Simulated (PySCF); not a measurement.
# F3Li3 ((LiF)3 ring): the cost of one run

Computed with PySCF 2.14.0 and routines of our own; the level stands in each step. Atoms count from 0.

### Step 1. The system as given

6 atoms, charge 0, multiplicity 1; geometry from: GFN2-xTB.

### Step 2. Magnetic properties: GIAO B3LYP/def2-SVP

The job: settings as JSON, then the geometry in Å.

```
{"job": {"kind": "mag", "xc": "B3LYP", "basis": "def2-SVP"}, "charge": 0, "multiplicity": 1}
Li     1.334160     0.891950     0.167590
F     -0.024050     1.401680     0.983600
Li    -1.356510     0.429070     0.759550
F     -1.416010    -0.946370    -0.177660
Li     0.022440    -1.321560    -0.927320
F      1.439980    -0.454780    -0.805770
```

Level: GIAO B3LYP/def2-SVP magnetisability, rotational g tensor and spin-rotation constants, non-relativistic, gas phase.

Command:

```sh
$ OMP_NUM_THREADS=1 python excited_run.py task.json out
```

One launch serves the whole session: the jobs run in the order shown.

**Question.** How long does this run take on 1 thread of Arm Neoverse V1, shared host?

About 3.1 s.
